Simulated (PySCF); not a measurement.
# C6H10BClO: the cost of one run

Programs: PySCF 2.14.0, with routines of our own; each step states its level. All values are computed. Atoms count from 0.

## 1. The system as given

19 atoms, charge 0, multiplicity 1; geometry from: GFN2-xTB.

## 2. Vibronic structure: TDDFT CAM-B3LYP/6-31G*

What the job is given:

```
{"job": {"kind": "vib", "xc": "CAM-B3LYP", "basis": "6-31G*", "tda": false}, "charge": 0, "multiplicity": 1}
C     -3.027753    -0.515691     0.733855
C     -1.908194    -0.023707     0.204726
C     -1.886181     1.368738    -0.361615
B     -0.587825    -0.868980     0.151785
O      0.476689    -0.304699    -0.424011
C      1.729159    -0.913068    -0.544771
C      2.772390    -0.193775     0.267978
C      2.569045     0.866106     1.026411
Cl     4.342651    -0.910167     0.120256
H     -3.947472     0.048917     0.776664
H     -3.065220    -1.509832     1.146247
H     -1.171212     1.980205     0.186603
H     -1.558148     1.341016    -1.398884
H     -2.866283     1.838088    -0.308783
H     -0.541096    -1.965071     0.595707
H      1.692822    -1.966153    -0.228448
H      2.024632    -0.885497    -1.602910
H      1.583129     1.289957     1.095993
H      3.359061     1.332863     1.586064
```

Method: TDDFT CAM-B3LYP/6-31G* vertical-gradient vibronic structure (displaced harmonic oscillators, Condon), gas phase.

Started as:

```console
OMP_NUM_THREADS=1 python excited_run.py task.json out
```

The driver reads the jobs from task.json and runs them one after another.

Q: Estimate the wall time and peak memory of this first job on 1 thread of Arm Neoverse N1, shared host.

About 99 s, with a peak of 1 GiB.
